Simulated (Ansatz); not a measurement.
I need a phonon calculation by linear response of K₂BrCl, space group R-3m. Use Ansatz 0.2.0 through its Python package. Level of theory: LDA, PAW, the default cutoff (420 eV here), 6×6×6 k-points, fixed occupations.

Contents of `k2brcl.extxyz`:
```text
4
Lattice="2.28063339 1.3167243 7.46643465 -2.28063339 1.3167243 7.46643465 0.0 -2.63344861 7.46643465" Properties=species:S:1:pos:R:3 pbc="T T T"
K     0.00000000   -0.00000000   16.71415207
K     0.00000000    0.00000000    5.68515188
Br    0.00000000    0.00000000   11.19965198
Cl    0.00000000    0.00000000    0.00000000
```

Script `k2brcl_dfpt.py`:
```python
"""Zone-centre and zone-boundary phonons of K2BrCl by linear response."""

from pathlib import Path
import warnings

import ansatz as az
import numpy as np

warnings.simplefilter("ignore", az.DeckWarning)

structure = az.Crystal.from_extxyz("k2brcl.extxyz")

setup = (
    structure.calculation()
    .functional(az.Functional.LDA)
    .occupations("Fixed")
    .kpoints(6, 6, 6)
    .phonons("dfpt", points=[(0, 0, 0), (0.5, 0.5, 0), (0.5, 0, 0.5)])
)
out = setup.run(threads=1, runs_dir="runs")
ph = out.phonons

for q in ph.qpoints:
    thz = np.asarray(q.omega_inv_cm) / 33.35641
    print("q = ({:.2f}, {:.2f}, {:.2f})".format(*q.q_frac), np.round(thz, 2) + 0.0, "THz")
```

```console
$ python k2brcl_dfpt.py
q = (0.00, 0.00, 0.00) [0.   0.   0.   2.27 2.27 2.59 2.59 2.95 3.31 3.31 3.59 4.17] THz
q = (0.50, 0.50, 0.00) [1.47 1.48 2.09 2.43 2.59 2.6  2.8  3.24 3.3  3.37 3.62 4.17] THz
q = (0.50, 0.00, 0.50) [1.47 1.48 2.09 2.43 2.59 2.6  2.8  3.24 3.3  3.37 3.62 4.17] THz
```

Notes:
- The cell isn't relaxed first, so the values belong to this volume.
- No non-analytic term is added, so at the zone centre the longitudinal optical modes of a polar crystal aren't split off.
- This cell is a computed structure, which may not be the phase found in nature.
- The structure is taken as given; imaginary modes can come from an unrelaxed or unstable start.
- The whole script took 25 min on 1 thread of Arm Neoverse N1, with other jobs on the host, peak memory 1.1 GiB.
